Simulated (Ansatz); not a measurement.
# HoSiI4: the cost of one run

Method: DFT PBE, scalar-relativistic, plane waves, PAW; 4f electrons in the core of a trivalent norm-conserving potential, unless a step names another level, in Ansatz 0.2.0.

5 further runs of the same task are left out: 1 that didn't finish, 4 set aside as unsound or not needed.

### 1 Plan

Pauling electronegativities: Ho 1.23, Si 1.90, I 2.66 (spread 1.43). No set of common oxidation states balances it. Tabulated atomic sizes suggest about 35 Å³/atom. 26 candidates were drawn, by swapping species into database cells of other compounds, at random by space group and Wyckoff sites, or by hand, as the table says:

```
name                 made from  space group no.               Wyckoff sites  atoms (primitive cell)  V (Å³/atom)
 c01   database cell of PrYMg4              216         Ho 4a; Si 4c; I 16e                       6         48.8
 c02  database cell of MgInCu4              216         Ho 4a; Si 4d; I 16e                       6         34.7
 c03                    random               99          Ho 1b; Si 1b; I 4f                       6         44.3
 c04  database cell of GdCo4Si              187      Ho 1a; Si 1c; I 1e, 3k                       6         36.2
 c05  database cell of PrSmFe4              216         Ho 4c; Si 4a; I 16e                       6         37.4
 c06  database cell of CeGaNi4              187      Ho 1a; Si 1e; I 1c, 3k                       6         36.1
 c07                    random              216         Ho 4d; Si 4c; I 16e                       6         40.8
 c08                    random               12  Ho 2b; Si 2a; I 4e, 2d, 2c                       6         35.8
 c09                    random              160      Ho 3a; Si 3a; I 9b, 3a                       6         41.9
 c10  database cell of DyAlNi4               65      Ho 2d; Si 2b; I 4i, 4f                       6         37.3
 c11                    random              139          Ho 2b; Si 2a; I 8i                       6         40.6
 c12    database cell of GdYH4              123          Ho 1d; Si 1a; I 4i                       6         32.4
 c13   database cell of TaWSe4              187      Ho 1f; Si 1e; I 2h, 2g                       6         34.2
 c14                    random              191          Ho 1b; Si 1a; I 4h                       6         38.7
 c15                    random              174      Ho 1e; Si 1f; I 1a, 3j                       6         41.3
 c16                    random               12      Ho 2c; Si 2b; I 4i, 4f                       6         35.5
 c17                    random              191          Ho 1a; Si 1b; I 4h                       6         41.0
 c18                    random              187      Ho 1a; Si 1b; I 2i, 2g                       6         41.7
 c19                    random              123          Ho 1c; Si 1a; I 4n                       6         43.7
 c20                    random              119          Ho 2a; Si 2c; I 8h                       6         35.3
 c21                    random               99          Ho 1a; Si 1a; I 4d                       6         42.2
 c22   database cell of LiAgF4               10      Ho 1h; Si 1a; I 2m, 2n                       6         35.6
 c23  database cell of CeAlNi4              187      Ho 1e; Si 1a; I 1c, 3k                       6         37.8
 c24                    random              123          Ho 1c; Si 1a; I 4i                       6         36.6
 c25                    random              123  Ho 1c; Si 1d; I 1b, 2g, 1a                       6         44.5
 c26                    random               12  Ho 2d; Si 2b; I 4h, 2c, 2a                       6         45.2
```

### 2 Screening run of c07

Input file input.yaml:

```yaml
crystal:
  lattice:
    - [0.0, 4.96444753, 4.96444753]
    - [4.96444753, 0.0, 4.96444753]
    - [4.96444753, 4.96444753, 0.0]
  atoms:
    - { symbol: Ho, position: [0.25, 0.25, 0.25] }
    - { symbol: Si, position: [0.75, 0.75, 0.75] }
    - { symbol: I, position: [0.90409109, 0.90409109, 0.90409109] }
    - { symbol: I, position: [0.90409109, 0.90409109, 0.28772672] }
    - { symbol: I, position: [0.90409109, 0.28772672, 0.90409109] }
    - { symbol: I, position: [0.28772672, 0.90409109, 0.90409109] }
basis:
  ecutwfc: 690
kpoints:
  mp_grid: { grid: [3, 3, 3] }
hamiltonian:
  xc: pbe
  pseudopotentials:
    kind: paw
    azcp: { Ho: "pseudopotentials/pbe/nc/lanthanide_3plus/Ho.nc.azcp" }
scf:
  occupations: { method: gaussian, width: 0.2 }
  lower_state_search: "off"
output:
  forces: true
  stress: true
  eigenvalues: true
relax:
  adjacent_minimum: "off"
  f_tol: 0.08
  max_steps: 16
  cell: { stress_tol: 0.8 }
```

Run with:

```sh
$ ansatz run input.yaml --threads 1 --pin off --max-ram 2816MiB --backend cpu --events-out ev --progress --plain --runs-dir out
```

Q: Estimate wall time and peak memory on 1 thread of Intel Xeon at 2.50GHz (Skylake/Cascade Lake), shared host.

About 3 min, with a peak of 0.77 GiB.
